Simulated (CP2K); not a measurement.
Crystal: BiTe.

```
Bi Te
1.0
     4.57498    0.00000    0.00000
     2.28749    3.96205    0.00000
     2.28749    1.32068    3.73546
Bi Te
1 1
Direct
  0.00000 0.00000 0.00000
  0.50000 0.50000 0.50000
```

Base run:

| Quantity | Value |
| --- | --- |
| Program | CP2K 2026.2 |
| Functional | HLE16 |
| Potentials or basis | POTENTIAL_UZH Bi GTH-PBE-q5, Te GTH-PBE-q6; TZVP-MOLOPT-PBE-GTH basis |
| Density cutoff | 9184 eV |
| k mesh | 7 × 7 × 7 |
| Occupations | fermi-dirac, width 0.05 eV |
| Spin | no spin polarisation |

Its results: band gap on the k mesh none (metal or under the smearing width); pressure -6.1 GPa.

The run is repeated on the same cell with these changes: functional from HLE16 to PBEsol. What comes out?

Band gap on the k mesh none (metal or under the smearing width); pressure 0.3 GPa.

Caveats: the potentials were made for another functional, which shifts forces and pressure; spin-orbit coupling is left out, which moves the levels of the heavy elements; the basis of atomic orbitals isn't converged, which shifts pressures, moduli and gaps; the potentials were made for a functional far from this one (some runs).
